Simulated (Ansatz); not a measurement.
I need a single point of LuC2 (distorted cell). Use the Python package of Ansatz (0.2.0). Settings: PBEsol, PAW, cutoff 470 eV, 4×5×5 k-points, Fermi-Dirac smearing of 0.15 eV.

`luc2.vasp`
```text
LuC2
1.0
  -1.77924000    2.32493000    2.40263000
   1.80099000   -2.35113000    2.44372000
   1.76301000    2.33878000   -2.42781000
Lu C
1 2
Direct
   0.03586000    0.05522000    0.03687000
   0.62356000    0.49885000    0.15992000
   0.31784000    0.47318000    0.84050000
```

`scf_luc2.py`
```python
from pathlib import Path
import warnings

import ansatz as az
from ase.io import read
import numpy as np

XC = 'pbesol'
CUTOFF = 470
MESH = (4, 5, 5)
WIDTH_EV = 0.15

atoms = read('luc2.vasp', format='vasp')
system = az.Crystal.from_ase(atoms)

calc = (
    system.calculation()
    .functional(XC)
    .basis(CUTOFF)
    .kpoints(*MESH, center='gamma')
    .occupations(az.OccupationsMethod.FERMI_DIRAC, width=WIDTH_EV)
    .forces()
    .density()
    .potential()
    .output_files(volumetric_format=['xsf', 'npy'])
)
with warnings.catch_warnings(record=True) as caught:
    warnings.simplefilter('always')
    outcome = calc.run(threads=1)
print('warnings raised:', sorted(w.category.__name__ for w in caught) or 'none')
rep = outcome.report

print(f'free energy      {rep["free_energy_ev"]:.5f} eV')
print(f'per atom         {rep["free_energy_ev"] / len(outcome.lattice.sites):.5f} eV')
print(f'SCF iterations   {rep["n_iterations"]}  (converged: {rep["converged"]})')

print('forces (eV/A)')
for site, force in zip(outcome.lattice.sites, rep['forces_ev_ang']):
    print(f'  {site.symbol:2s} {force[0]:9.4f} {force[1]:9.4f} {force[2]:9.4f}')

rho = outcome.density()
total = sum(ch.density_e_per_ang3 for ch in rho.channels[:2]) if len(rho.channels) < 3 else rho.channels[0].density_e_per_ang3
print('grid', rho.dims, 'electrons', round(float(total.mean() * rho.cell_volume_ang3), 4))
profile = total.mean(axis=(1, 2))
print('planar average along grid axis 0 (e/A^3):')
print(np.array2string(profile[:: max(len(profile) // 16, 1)], precision=4))

folder = Path(outcome.write_results('volumes'))
print(sorted(path.name for path in folder.iterdir()))
head = (folder / 'rho.xsf').read_text().split('BEGIN_BLOCK')[0]
print(head)

print(calc.to_yaml())
```

Running `python scf_luc2.py` prints:
```text
warnings raised: none
free energy      -15104.61667 eV
per atom         -5034.87222 eV
SCF iterations   8  (converged: True)
forces (eV/A)
  Lu   -0.5596   -0.6452   -2.5258
  C    -0.2391   -3.4439    1.2246
  C     0.7989    4.0891    1.3012
grid (27, 30, 27) electrons 33.0
planar average along grid axis 0 (e/A^3):
[2.2235 2.4048 2.2346 1.8101 1.3256 0.9303 0.6699 0.5214 0.4454 0.4113
 0.3982 0.3927 0.3888 0.3847 0.3797 0.3718 0.3609 0.3496 0.3391 0.3282
 0.32   0.3309 0.3922 0.5446 0.8288 1.2592 1.7771]
['fields.json', 'rho.npy', 'rho.xsf', 'rho_z.tsv', 'v_es.npy', 'v_es.xsf', 'v_tot.npy', 'v_tot.xsf', 'v_z.tsv']
CRYSTAL
PRIMVEC
   -1.779240    2.324930    2.402630
    1.800990   -2.351130    2.443720
    1.763010    2.338780   -2.427810
PRIMCOORD
    3    1
   71    0.100649    0.039773    0.131587
    6    0.070902    0.650890    2.328978
    6    1.768489    1.592193   -0.120603

crystal:
  lattice:
    - [-1.77924, 2.32493, 2.40263]
    - [1.80099, -2.35113, 2.44372]
    - [1.76301, 2.33878, -2.42781]
  atoms:
    - { symbol: Lu, position: [0.03586, 0.05522, 0.03687] }
    - { symbol: C, position: [0.62356, 0.49885000000000007, 0.15991999999999998] }
    - { symbol: C, position: [0.31784, 0.47318, 0.8405] }
basis:
  ecutwfc: 470.0
kpoints:
  mp_grid:
    grid: [4, 5, 5]
    shift: [0.0, 0.0, 0.0]
hamiltonian:
  xc: pbesol
scf:
  occupations:
    method: fermi_dirac
    width: 0.15
output:
  write_density: true
  write_potential: true
  volumetric_format: [xsf, npy]
  forces: true
```

Reading the output:
- Absolute energies stand on the zero of these potentials, so only differences at equal settings mean something.
- The mesh is modest for a metal, so energies can be off by several to tens of meV an atom and pressures by half a GPa or more; differences at equal mesh fare better.
- The smearing is wide enough that free energy and stress hold a thermal part of the electrons.
- Densities and potentials on the grid are those of the valence electrons, and inside the cores they hang on the potentials used.
- The cell is a database structure, distorted on purpose.
- Wall time of the script: 9.2 s on 1 thread of Arm Neoverse V1 (shared host), peak memory 0.47 GiB.
